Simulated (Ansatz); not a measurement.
# MoS2F2: how energies converge with the basis set

How large a basis does MoS2F2 need? Two functionals are run in growing sets.

Computed with Ansatz 0.2.0, Gaussian basis. Level: one geometry, several basis sets.

Plan: PBE0-D4/def2-SVP; ωB97M-V/def2-SVP; PBE0-D4/def2-QZVPP; ωB97M-V/def2-QZVPP; the functionals' def2-TZVPP values are taken from earlier runs.

## 1. Structure used throughout

The geometry comes from an earlier relaxation with PBE0-D4 in a triple-zeta def2 set; it is a stationary point. Mo takes the def2 core potential; no spin-orbit term is included.

SMILES `[F][Mo]([F])(=[S])=[S]`, 5 atoms, charge 0, spin multiplicity 1.

Atoms are counted from 1 here; the program's logs count them from 0.

Bond lengths: F1–Mo2 1.830 Å, Mo2–F3 1.830 Å, Mo2–S4 2.086 Å, Mo2–S5 2.086 Å. Angles: F1–Mo2–F3 113.3°, F1–Mo2–S4 109.0°, F1–Mo2–S5 109.0°, F3–Mo2–S4 109.0°, F3–Mo2–S5 109.0°, S4–Mo2–S5 107.5°.

## 2. PBE0-D4 in def2-SVP

in.yaml

```yaml
crystal:
  periodic: [false, false, false]
  atoms:
    - {symbol: F, position_ang: [-0.848917, -0.082193, 1.663993]}
    - {symbol: Mo, position_ang: [0.040030, -0.059422, 0.064946]}
    - {symbol: F, position_ang: [1.593475, -1.025876, 0.086587]}
    - {symbol: S, position_ang: [-1.212945, -0.823386, -1.418063]}
    - {symbol: S, position_ang: [0.478358, 1.917177, -0.438863]}
basis:
  gaussian: {orbitals: def2-SVP}
hamiltonian: {xc: pbe0, dispersion: d4}
output: {orbitals: {seedname: orbitals}}
```

Launch:

```
> ansatz run in.yaml --threads 4 --pin off --events-out ev --progress --plain --max-ram 10444MiB
```

Further steps of the session: ωB97M-V in def2-SVP; PBE0-D4 in def2-QZVPP; ωB97M-V in def2-QZVPP.

**Question.** What will the summary of the whole plan be? Wanted: PBE0-D4: double and triple zeta above quadruple; ωB97M-V: double and triple zeta above quadruple.

**Answer**, as computed:

| quantity | value |
| --- | --- |
| PBE0-D4: double and triple zeta above quadruple | 16.00, 1.05 eV |
| ωB97M-V: double and triple zeta above quadruple | 16.00, 1.00 eV |

PBE0-D4 gains 14.94 eV from double to triple zeta, then 1.05 eV more. These are total energies; as a rule much of such shifts cancels in differences, which this series doesn't test.
